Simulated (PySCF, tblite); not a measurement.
# C₅H₁₀BN+ (doublet): geometry, infrared bands and EPR parameters

What infrared bands and EPR parameters should C₅H₁₀BN+ (doublet) (`C=NB(C)C[CH][CH2+]`) show?

Programs: tblite 0.8.0 and PySCF 2.14.0, with density-fitted response routines of our own. Each step states its level of theory. These are calculated values for one molecule in the gas phase, unless marked as measured. Atoms are numbered from 0 throughout.

## (1) The molecule as given

17 atoms, charge 1, multiplicity 2; geometry from: force field or distance geometry start.

Bonds of the start (Å): C0–N1 1.26, N1–B2 1.51, B2–C3 1.57, B2–C4 1.58, C4–C5 1.49, C5–C6 1.49, C0–H7 1.09, C0–H8 1.09, C3–H9 1.12, C3–H10 1.11, C3–H11 1.13, C4–H12 1.12, C4–H13 1.11, C5–H14 1.10, C6–H15 1.08, C6–H16 1.07.

## (2) Geometry optimisation with GFN2-xTB

What the job is given:

```
{"job": {"kind": "relax", "xc": "GFN2-xTB", "basis": "xTB"}, "charge": 1, "multiplicity": 2}
C     -2.056100     1.521100    -0.323400
N     -1.344900     0.604300    -0.820800
B     -0.558200    -0.427600    -0.045700
C     -1.231800    -1.475600     0.916000
C      0.881700    -0.788100    -0.579100
C      1.983700    -0.112200     0.162200
C      2.385200     1.216100    -0.390700
H     -2.570400     2.212100    -0.995300
H     -2.202100     1.672800     0.748800
H     -0.624100    -2.414000     0.916200
H     -1.246200    -1.155700     1.981800
H     -2.265300    -1.787300     0.588500
H      1.003800    -1.905100    -0.600600
H      0.926100    -0.441900    -1.632000
H      1.905600    -0.121600     1.255100
H      3.349300     1.664700    -0.223600
H      1.656700     1.750000    -0.967500
```

Started as:

```sh
$ OMP_NUM_THREADS=1 python probes_run.py task.json out
```

The driver reads the jobs from task.json and runs them one after another.

Standard output:

```text
step      E/eV     max force
  0    -526.89820    4.942
  1    -527.62427    2.374
  2    -527.94152    2.159
  3    -528.18312    1.705
  4    -528.40043    1.254
  5    -528.51959    1.067
  6    -528.63840    0.928
  7    -528.71185    0.842
  8    -528.79382    0.580
  9    -528.83896    0.438
 10    -528.87717    0.491
 11    -528.90935    0.505
 12    -528.94261    0.456
 13    -528.96946    0.398
 14    -528.98985    0.305
 15    -529.00615    0.239
 16    -529.02037    0.285
 17    -529.03334    0.259
 18    -529.04476    0.275
 19    -529.05516    0.218
 20    -529.06501    0.286
 21    -529.07552    0.308
 22    -529.08637    0.217
 23    -529.09528    0.202
 24    -529.10186    0.238
 25    -529.10790    0.258
 26    -529.11264    0.174
 27    -529.11581    0.115
 28    -529.11792    0.112
 29    -529.12053    0.153
 30    -529.12450    0.196
 31    -529.12865    0.170
 32    -529.13158    0.116
 33    -529.13316    0.112
 34    -529.13456    0.105
 35    -529.13624    0.100
 36    -529.13790    0.096
 37    -529.13936    0.080
 38    -529.14060    0.067
 39    -529.14189    0.093
 40    -529.14339    0.101
 41    -529.14495    0.125
 42    -529.14624    0.122
 43    -529.14712    0.074
 44    -529.14779    0.065
 45    -529.14849    0.075
 46    -529.14949    0.125
 47    -529.15061    0.120
 48    -529.15172    0.073
 49    -529.15270    0.065
 50    -529.15375    0.094
 51    -529.15493    0.128
 52    -529.15596    0.095
 53    -529.15650    0.047
 54    -529.15675    0.034
 55    -529.15695    0.053
 56    -529.15723    0.063
 57    -529.15755    0.051
 58    -529.15783    0.039
 59    -529.15813    0.052
 60    -529.15852    0.057
 61    -529.15899    0.059
 62    -529.15941    0.045
 63    -529.15969    0.041
 64    -529.15992    0.038
 65    -529.16019    0.046
 66    -529.16051    0.058
 67    -529.16076    0.043
 68    -529.16091    0.042
 69    -529.16104    0.036
 70    -529.16123    0.046
 71    -529.16157    0.077
 72    -529.16212    0.092
 73    -529.16287    0.095
 74    -529.16359    0.075
 75    -529.16413    0.050
 76    -529.16455    0.053
 77    -529.16486    0.043
 78    -529.16511    0.040
 79    -529.16534    0.040
 80    -529.16558    0.040
 81    -529.16586    0.037
 82    -529.16615    0.043
 83    -529.16637    0.036
 84    -529.16653    0.039
 85    -529.16668    0.040
 86    -529.16683    0.031
 87    -529.16697    0.037
 88    -529.16709    0.024
 89    -529.16721    0.033
 90    -529.16733    0.033
 91    -529.16745    0.034
 92    -529.16752    0.021
 93    -529.16755    0.019
 94    -529.16758    0.015
 95    -529.16762    0.013
 96    -529.16767    0.015
 97    -529.16770    0.014
 98    -529.16773    0.014
 99    -529.16778    0.015
100    -529.16786    0.021
101    -529.16798    0.028
102    -529.16813    0.025
103    -529.16826    0.024
104    -529.16839    0.030
105    -529.16858    0.039
106    -529.16892    0.046
107    -529.16939    0.065
108    -529.16980    0.046
109    -529.17005    0.036
110    -529.17019    0.028
111    -529.17030    0.036
112    -529.17044    0.031
113    -529.17064    0.024
114    -529.17076    0.028
115    -529.17095    0.035
116    -529.17126    0.047
117    -529.17176    0.052
118    -529.17231    0.041
119    -529.17272    0.045
120    -529.17301    0.041
121    -529.17326    0.038
122    -529.17351    0.049
123    -529.17369    0.018
124    -529.17382    0.020
125    -529.17389    0.022
126    -529.17394    0.019
127    -529.17399    0.010
128    -529.17401    0.009
```

It took 0.66 s on 1 thread of Arm Neoverse V2, shared host; peak memory 0.18 GiB.

Step by step: (not every step is listed)

| step | energy from step 0 (eV) | largest force (eV/Å) |
| --- | --- | --- |
| 0 | 0.0000 | 4.9418 |
| 1 | -0.7261 | 2.3735 |
| 2 | -1.0433 | 2.1589 |
| 3 | -1.2849 | 1.7046 |
| 4 | -1.5022 | 1.2543 |
| 5 | -1.6214 | 1.0671 |
| 6 | -1.7402 | 0.9279 |
| 7 | -1.8137 | 0.8419 |
| 8 | -1.8956 | 0.5799 |
| 19 | -2.1570 | 0.2177 |
| 30 | -2.2263 | 0.1956 |
| 41 | -2.2468 | 0.1248 |
| 52 | -2.2578 | 0.0946 |
| 63 | -2.2615 | 0.0405 |
| 74 | -2.2654 | 0.0747 |
| 85 | -2.2685 | 0.0401 |
| 96 | -2.2695 | 0.0148 |
| 107 | -2.2712 | 0.0649 |
| 118 | -2.2741 | 0.0409 |
| 123 | -2.2755 | 0.0185 |
| 124 | -2.2756 | 0.0200 |
| 125 | -2.2757 | 0.0217 |
| 126 | -2.2757 | 0.0193 |
| 127 | -2.2758 | 0.0103 |
| 128 | -2.2758 | 0.0094 |

Distances of close pairs at the start and the end, largest changes first:

| bond | before (Å) | after (Å) | change (Å) |
| --- | --- | --- | --- |
| N1–B2 | 1.511 | 1.340 | -0.171 |
| C5–C6 | 1.494 | 1.347 | -0.147 |
| B2–C4 | 1.577 | 1.660 | +0.083 |
| C4–H12 | 1.124 | 1.085 | -0.039 |
| C3–H11 | 1.128 | 1.090 | -0.038 |
| C3–H9 | 1.118 | 1.085 | -0.033 |
| C4–C5 | 1.490 | 1.462 | -0.028 |
| C0–N1 | 1.262 | 1.238 | -0.024 |

The final coordinates are the input of the step that follows.

## (3) Harmonic vibrations with GFN2-xTB

What the job is given:

```
{"job": {"kind": "ir", "xc": "GFN2-xTB", "basis": "xTB"}, "charge": 1, "multiplicity": 2}
C     -2.015125     1.628416    -0.514211
N     -1.303504     0.668159    -0.191461
B     -0.627458    -0.466347     0.037468
C     -1.041121    -1.570812     1.077273
C      0.757694    -0.694872    -0.849231
C      1.746856    -0.094860     0.044383
C      2.186203     1.172189    -0.079641
H     -2.566284     1.651036    -1.452665
H     -2.119709     2.492590     0.138652
H     -0.493631    -2.502391     0.980837
H     -0.909545    -1.209833     2.095816
H     -2.101052    -1.796362     0.956832
H      0.902802    -1.760252    -0.995536
H      0.667581    -0.176294    -1.800174
H      2.137622    -0.725594     0.832358
H      3.006838     1.543809     0.511651
H      1.764835     1.853446    -0.802261
```

Standard output:

```text
mode    cm-1     km/mol
  1      10.7      1.79
  2      37.0      0.14
  3      83.7      0.18
  4     130.9      3.76
  5     165.8      2.32
  6     197.4      4.73
  7     247.9      2.42
  8     366.8     13.17
  9     408.1     13.20
 10     424.0      8.99
 11     458.7     44.53
 12     511.7     32.64
 13     655.3     35.75
 14     818.4    123.85
 15     827.0     14.77
 16     863.7     23.65
 17     893.3     18.23
 18     923.5     16.89
 19     935.8     35.25
 20     948.4      5.65
 21     968.5     67.20
 22    1023.5      2.76
 23    1040.2      0.68
 24    1113.2     69.81
 25    1160.9      1.94
 26    1228.0      4.46
 27    1262.8      4.03
 28    1341.5      8.86
 29    1357.1     39.87
 30    1393.7     31.35
 31    1409.5     42.80
 32    1435.1      5.74
 33    1443.7      6.06
 34    1540.5    127.60
 35    1878.7     92.78
 36    2965.0     12.14
 37    2971.5     29.62
 38    3001.3     18.33
 39    3025.8      8.69
 40    3027.8      6.64
 41    3047.4      1.16
 42    3065.8      3.19
 43    3072.2      1.10
 44    3093.6     21.59
 45    3129.7      6.16
```

It took 0.42 s on 1 thread of Arm Neoverse V2, shared host; peak memory 0.18 GiB.

Which atoms move in the most intense modes:

| cm⁻¹ | km/mol | atoms |
| --- | --- | --- |
| 459 | 44.5 | H8 39 %, H7 27 %, N1 20 % |
| 818 | 123.8 | H11 27 %, C3 16 %, H10 13 % |
| 968 | 67.2 | H8 29 %, H7 23 %, C0 15 %, B2 13 % |
| 1113 | 69.8 | H13 32 %, H12 26 %, C4 18 %, B2 13 % |
| 1357 | 39.9 | H15 36 %, H16 34 %, C5 13 % |
| 1410 | 42.8 | H11 47 %, H9 26 %, H10 19 % |
| 1540 | 127.6 | C5 45 %, C6 39 % |
| 1879 | 92.8 | N1 61 %, C0 31 % |

## (4) g tensor and hyperfine couplings: B3LYP/pcH-1

The job, as its differences from that of step 3:

```diff
@@ -1,2 +1,2 @@
-{"job": {"kind": "ir", "xc": "GFN2-xTB", "basis": "xTB"}, "charge": 1, "multiplicity": 2}
+{"job": {"kind": "epr", "basis": "pcH-1"}, "charge": 1, "multiplicity": 2}
 C     -2.015125     1.628416    -0.514211
```

Level: UKS B3LYP, pcH-1 on B C H N, non-relativistic, mean-field spin-orbit, GIAO.

Standard output:

```text
UKS, coarse grid
  cycle   1  E = -275.82923156  |g| = 3.04e-01
  cycle   2  E = -275.77833518  |g| = 4.31e-01
  cycle   3  E = -275.87479688  |g| = 8.32e-02
  cycle   4  E = -275.87758478  |g| = 4.20e-02
  cycle   5  E = -275.87829267  |g| = 2.34e-02
  cycle   6  E = -275.87857545  |g| = 4.31e-03
  cycle   7  E = -275.87859540  |g| = 3.82e-03
  cycle   8  E = -275.87860721  |g| = 1.24e-03
  cycle   9  E = -275.87860936  |g| = 6.16e-04
UKS, final grid
  cycle   1  E = -275.87853540  |g| = 9.30e-04
  cycle   2  E = -275.87853460  |g| = 1.60e-03
  cycle   3  E = -275.87853589  |g| = 1.15e-04
  cycle   4  E = -275.87853590  |g| = 7.72e-05
  cycle   5  E = -275.87853590  |g| = 6.27e-05
  cycle   6  E = -275.87853591  |g| = 1.67e-05
E = -275.87853591 Eh   <S^2> = 0.7608 (exact 0.7500)
g shifts (ppm)      1          2          3
  rmc          -165       -165       -165
  gc             17         24         33
  oz_so         258        269       1071
  total         110        128        939
hyperfine (MHz)  atom isotope    a_iso     a_fc   dipolar eigenvalues
    0   13C     -13.40     -13.40     -7.01     -1.72      8.73
    1   14N       5.80       5.80    -11.04    -10.34     21.38
    2   11B      -3.85      -3.85    -15.65     -7.06     22.71
    3   13C      13.38      13.38     -4.93     -4.19      9.13
    4   13C      16.67      16.67    -19.30    -18.08     37.38
    5   13C      -7.55      -7.55    -14.98     -6.86     21.85
    6   13C      31.45      31.45    -37.71    -37.02     74.73
    7    1H      60.48      60.48     -4.12     -2.02      6.14
    8    1H      63.28      63.28     -3.98     -2.41      6.39
    9    1H      -3.83      -3.83     -3.16     -1.03      4.19
   10    1H      -7.08      -7.08     -2.71     -0.37      3.08
   11    1H      25.22      25.22     -3.13      0.16      2.97
   12    1H       2.57       2.57     -8.77     -2.59     11.36
   13    1H       1.83       1.83     -6.55     -2.25      8.81
   14    1H       1.79       1.79     -5.98     -3.00      8.98
   15    1H     -22.98     -22.98    -17.96     -3.16     21.12
   16    1H     -23.78     -23.78    -16.28     -3.47     19.75
```

Wall time 70 s (1 thread of Arm Neoverse V2, shared host); peak memory 0.97 GiB.

Principal g values 2.00243, 2.00245, 2.00326; g(iso) = 2.00271, against 2.00232 for a free electron.

Hyperfine couplings; where a row names several nuclei, a(iso) is their mean (it holds for fast rotation or exchange) and the dipolar term the largest among them:

| nuclei | isotope | a(iso) (MHz) | a(iso) (G, at g = 2.0023) | largest dipolar term (MHz) |
| --- | --- | --- | --- | --- |
| H8 | 1H | 63.3 | 22.6 | 6.4 |
| H7 | 1H | 60.5 | 21.6 | 6.1 |
| C6 | 13C | 31.4 | 11.2 | 74.7 |
| H15, H16 | 1H | -23.4 | -8.3 | 21.1 |
| C4 | 13C | 16.7 | 6.0 | 37.4 |
| C0 | 13C | -13.4 | -4.8 | 8.7 |
| C3 | 13C | 13.4 | 4.8 | 9.1 |
| C5 | 13C | -7.6 | -2.7 | 21.8 |
| N1 | 14N | 5.8 | 2.1 | 21.4 |
| H9, H10, H11 | 1H | 4.8 | 1.7 | 4.2 |
| B2 | 11B | -3.8 | -1.4 | 22.7 |
| H12, H13 | 1H | 2.2 | 0.8 | 11.4 |
| H14 | 1H | 1.8 | 0.6 | 9.0 |

Mulliken spin populations:

C0 0.02; N1 0.20; B2 0.04; C3 0.04; C4 0.16; C5 0.05; C6 0.47; H7 0.02; H8 0.02; H9 0.00; H10 0.00; H11 0.01; H12 0.00; H13 0.00; H14 0.00; H15 -0.02; H16 -0.02

In first order the couplings over 0.8 MHz of 1H, 14N, 11B give 3438 distinct lines over 76.4 G, if the averaged nuclei exchange fast; the same motion can average rows kept apart here too.

Orbitals, density, ELF and potential are computed afterwards from the orbital file.

ELF in a plane through or near 8 of the atoms.

Ten even steps from ' ' (0.00) to '@' (1.00):
```
                                                        
                                                        
                                                        
                                                        
                ==++::        ::--====--..              
            ::##@@@@@@--    ::==++--==**--..            
            --%%@@@@@@++    ==****::--++--::            
          ..==##@@@@@@::    ++####%%##**--::            
        ..==++==..++==..    ++##==--##++--..            
        ..--++**%%@@**==::::--**%%##==..                
          ..--++##::--**++++  ++..--..                  
            ..--##**==++----====%%##==++##**::          
            ..++@@@@%%::    ==%%++==@@@@@@@@%%          
            ..==%%@@++      ==%%**--%%@@@@@@##          
              ..----..    ::%%@@@@%%++%%@@%%--          
                          ==@@@@@@%%::....              
                          ..##@@%%++                    
                                                        
                                                        
                                                        
```
The map spans 11.5 Å across and 10.4 Å up, centred on the molecule. Atoms in the plane (x, y in Å): C0 (1.7, 2.0), N1 (1.2, 0.9), B2 (0.7, -0.3), C3 (1.3, -1.7), C5 (-1.7, -0.4), H9 (0.9, -2.6), H11 (2.4, -1.7), H16 (-2.1, 1.7).

On the surface of density 0.002 e/bohr³ the electrostatic potential runs, from the 1st to the 99th percentile, from 3.29 to 5.28 V.

The spin density lies nearest to C6 30 %; N1 16 %; C4 12 %; C5 9 %.

## (5) Outcome

```
                                 quantity                  value
strongest single infrared mode (GFN2-xTB)  1540 cm⁻¹, 128 km/mol
             zero-point energy (GFN2-xTB)          85.6 kcal/mol
                           g(iso) (B3LYP)                2.00271
                                     ⟨S²⟩     0.761 (exact 0.75)
       largest a(iso) (averaged by class)     1H on H8, 63.3 MHz
```

**Reading.** The optimisation took 128 steps and gained 2.276 eV; among the close pairs (by a distance rule), N1–B2 changed most, from 1.511 to 1.340 Å. No mode is imaginary among the 45: a minimum at this level. The strongest single mode, at 1540 cm⁻¹, moves mainly C5 and C6. Unscaled tight-binding wavenumbers are off by several per cent, some by more. Its intensities can rank the bands wrongly. The largest share of the spin, 0.47 e, sits on C6. The isotropic g lies 0.4 ppt above the free-electron value. These values are for one conformer; the search (at its own cheap level) found 2 more, at 0.58, 0.59 kcal/mol, and measured spectra average over such forms.
